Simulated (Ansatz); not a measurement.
## CH₄F₂Ge, SMILES [CH3][GeH]([F])[F]: an atomisation energy, step by step

Program: Ansatz 0.2.0, Python API.

Run as a notebook:

In [1]:
```python
from collections import Counter

import ansatz
```

In [2]:
```python
def energy(molecule, charge=0, unpaired=0):
    calc = (
        molecule.calculation()
        .basis(gaussian="def2-SVPD")
        .functional("r2scan")
    )
    if charge:
        calc = calc.charge(charge)
    if unpaired:
        calc = calc.spin("collinear", total=unpaired)
    report = calc.run(threads=1, backend="cpu").report
    if report["published_state_doubts"]:
        print("  doubts:", report["published_state_doubts"])
    return report["free_energy_ev"]

molecule = (
    ansatz.Crystal.molecule()
    .atom("C", (-0.2945, 0.915, -0.2039))
    .atom("Ge", (0.2457, -0.8451, 0.2102))
    .atom("F", (1.8918, -0.7965, 0.7217))
    .atom("F", (0.1825, -1.8462, -1.2186))
    .atom("H", (-1.3993, 0.9249, -0.5647))
    .atom("H", (-0.2541, 1.6168, 0.684))
    .atom("H", (0.3154, 1.3759, -1.0244))
    .atom("H", (-0.5953, -1.4021, 1.3399))
)
```

In [3]:
```python
# Hund ground states
unpaired = {"C": 2, "Ge": 2, "F": 1, "H": 1}
counts = Counter(site.symbol for site in molecule.cartesian_sites)
atom_energy = {s: energy(ansatz.Crystal.molecule().atom(s, (0, 0, 0)), 0, unpaired[s]) for s in counts}
whole = energy(molecule, 0, 0)
for s, e in atom_energy.items():
    print(f"{s:2s} x{counts[s]}  {e:14.5f} eV")
print(f"CH4F2Ge: {whole:.5f} eV")
split = sum(counts[s] * e for s, e in atom_energy.items()) - whole
print(f"atomisation energy (no zero-point term): {split:.3f} eV, {split / sum(counts.values()):.3f} eV an atom")
```
```text
C  x1     -1028.27148 eV
Ge x1    -56508.48411 eV
F  x2     -2710.49451 eV
H  x4       -13.58417 eV
CH4F2Ge: -63041.56899 eV
atomisation energy (no zero-point term): 29.488 eV, 3.686 eV an atom
```

29.488 eV from the electronic energies, without the zero-point term.

Caveats:
- Total energies depend on the basis set; only differences at equal settings carry meaning.
- The geometry is a force-field or estimated start, not a minimum of this method, and the basis set is short of its limit. All parts are taken at fixed geometry, without zero-point energy.
- Timing: 15 s on 1 thread of Arm Neoverse V1, with other jobs on the host, peak memory 0.24 GiB.

(Lines on the test bed's own set-up are left out of the output.)
